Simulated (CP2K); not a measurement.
Runs of CP2K 2026.2 on Cu3O2. Symmetry: I4/mmm, No. 139, tetragonal system. Conventional cell: a = 4.046 Å, b = 4.046 Å, c = 7.347 Å, α = 90.00°, β = 90.00°, γ = 90.00°. Cu (site symmetry 4/mmm) is surrounded by 4 O at 2.02 Å. Around Cu (site symmetry -4m2) lie 2 O at 1.84 Å. O (site symmetry mmm) is surrounded by 4 Cu at 1.84 to 2.02 Å. The cell comes from a database or a generator and needn't be the stable form of this composition.

| level | potentials or basis | EPS_DEFAULT | points a segment of the path (NPOINTS) | bands added on the path | CUTOFF of the grids | gap on the mesh (eV) | pressure (GPa) |
| --- | --- | --- | --- | --- | --- | --- | --- |
| r2SCAN | POTENTIAL_UZH Cu GTH-SCAN-q11, O GTH-SCAN-q6; TZVP-MOLOPT-SCAN-GTH basis | 1.0E-10 | 10 | 4 | 850 Ry | none | -4.1 |
| PBEsol | POTENTIAL_UZH Cu GTH-PBE-q11, O GTH-PBE-q6; TZVP-MOLOPT-PBE-GTH basis | 1.0E-9 | 10 | 2 | 600 Ry | none | (a) |
| PBE | POTENTIAL_UZH Cu GTH-PBE-q11, O GTH-PBE-q6; TZVP-MOLOPT-PBE-GTH basis | 1.0E-9 | 8 | 4 | 600 Ry | none | 2.9 |
| LDA | GTH_POTENTIALS Cu GTH-PADE-q11, O GTH-PADE-q6; TZVP-MOLOPT-PBE-GTH basis | 1.0E-10 | 10 | 2 | 600 Ry | none | -9.0 |

Alike in all rows: task band structure; no spin polarisation; cell as given; k mesh 9 × 9 × 9; smearing fermi-dirac 0.05 eV.

**Question.** Estimate the missing entries.

**Answer.** (a) -3.5.

Caveats: the basis of atomic orbitals isn't converged, which shifts pressures, moduli and gaps; an odd number of electrons without spin polarisation forces a metal; a magnetic or distorted state may lie lower; the run has no spin polarisation, though such a crystal can be magnetic; semilocal functionals often make such compounds metallic where correlation or magnetic order opens a gap, which also shifts bond lengths; the potentials were made for another functional, which shifts forces and pressure (some runs).

A gap of «none» marks a metal or a gap under the smearing width.
